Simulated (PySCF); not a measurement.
# EuH2O2 (Eu(OH)2+): the cost of one run

Method: PBE0, Eu lcecp-1-SVP with ECP52, O def2-SVP, H def2-SVP; scalar-relativistic core potentials, no spin–orbit coupling; program: PySCF 2.14.0.

1 further run of the same task is left out (for a known fault of the program).

## Step 1: The starting structure

5 atoms, charge 1, spin multiplicity 1.

Bond lengths: Eu1–O2 2.187 Å, Eu1–O4 2.187 Å, O2–H3 0.966 Å, O4–H5 0.966 Å. Angles: O2–Eu1–O4 131.8°, Eu1–O2–H3 158.7°, Eu1–O4–H5 158.7°.

As a file:

```xyz
5
EuH2O2
Eu    0.0000    0.0000    0.0000
O     1.9960    0.0000    0.8933
H     2.9556   -0.0906    0.9523
O    -1.9960    0.0000    0.8933
H    -2.9556    0.0906    0.9523
```

Formal oxidation states: Eu +3. Each metal's 6 4f electrons lie in its core potential, so multiplicities, spins and levels count the valence alone.

## Step 2: SCF at the start, singlet

Contents of run.py (the lines that set the calculation):

```python
mol = gto.M(atom='''
Eu     0.00000     0.00000     0.00000
O      1.99600     0.00000     0.89330
H      2.95560    -0.09060     0.95230
O     -1.99600     0.00000     0.89330
H     -2.95560     0.09060     0.95230''',
    basis={'Eu': 'lcecp-1-SVP', 'O': 'def2-SVP', 'H': 'def2-SVP'},
    ecp={'Eu': 'lcecp-1-SVP'},
    charge=1, spin=0)
mf = dft.RKS(mol, xc='PBE0')
mf.grids.atom_grid = (50, 194)  # f atoms: unpruned, at least (60, 302)
mf = mf.density_fit()  # fitting sets: Eu AutoAux, O def2-universal-JKFIT, H def2-universal-JKFIT
mf.conv_tol = 1e-08; mf.max_cycle = 55
mf.kernel(dm0)  # dm0: free metal ions and neutral atoms
```

Command:

```bash
$ OMP_NUM_THREADS=2 python run.py
```

What time and memory should one allow on 2 threads of Arm Neoverse V1, shared host?

About 2.5 s, with a peak of 0.39 GiB.
